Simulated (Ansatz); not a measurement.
# Mg2SiN2: the cost of one run

Method: DFT PBE, scalar-relativistic, plane waves, PAW, in Ansatz 0.2.0.

1 further run of the same task is left out (it didn't finish).

### Step 1. Starting point

The structure is trigonal, space group P-3m1 (No. 164). Conventional cell: a = 3.148 Å, b = 3.148 Å, c = 8.535 Å, α = 90.00°, β = 90.00°, γ = 120.00°. Mg (site symmetry 3m) has 3 N at 2.30 Å as nearest neighbours. Around Si (site symmetry -3m) lie 6 N at 2.12 Å. Around N (site symmetry 3m) lie 3 Si at 2.12 Å and 3 Mg at 2.30 Å.

Structure file:

```xyz
5
Lattice="3.1480 0.0000 0.0000 -1.5740 2.7262 0.0000 0.0000 0.0000 8.5350" Properties=species:S:1:pos:R:3 pbc="T T T"
Mg    1.5740    0.9087    2.4899
Mg    0.0000    1.8175    6.0451
Si    0.0000    0.0000    0.0000
N     1.5740    0.9087    7.4478
N     0.0000    1.8175    1.0872
```

Recipe of the guess: species swapped into a database cell of Na2HfN2 (P-3m1, No. 164), with Mg on the Na sites and Si on the Hf sites. Its size is a rough estimate.

### Step 2. The guess as it stands, on a coarse mesh

Contents of input.yaml:

```yaml
crystal:
  lattice:
    - [3.1479692, 0.0, 0.0]
    - [-1.5739846, 2.72622129, 0.0]
    - [0.0, 0.0, 8.53499765]
  atoms:
    - { symbol: Mg, position: [0.66666667, 0.33333333, 0.291724] }
    - { symbol: Mg, position: [0.33333333, 0.66666667, 0.708276] }
    - { symbol: Si, position: [0.0, 0.0, 0.0] }
    - { symbol: "N", position: [0.66666667, 0.33333333, 0.87261599] }
    - { symbol: "N", position: [0.33333333, 0.66666667, 0.12738401] }
basis:
  ecutwfc: 420
kpoints:
  mp_grid: { grid: [6, 6, 2] }
hamiltonian:
  xc: pbe
scf:
  occupations: { method: gaussian, width: 0.1 }
  lower_state_search: "off"
output:
  forces: true
  stress: true
  eigenvalues: true
```

Launch:

```sh
ansatz run input.yaml --threads 1 --pin off --max-ram 2560MiB --backend cpu --events-out ev --progress --plain --runs-dir out
```

Q: Estimate wall time and peak memory on 1 thread of Arm Neoverse V2, shared host.

About 1.2 s, with a peak of 0.3 GiB.
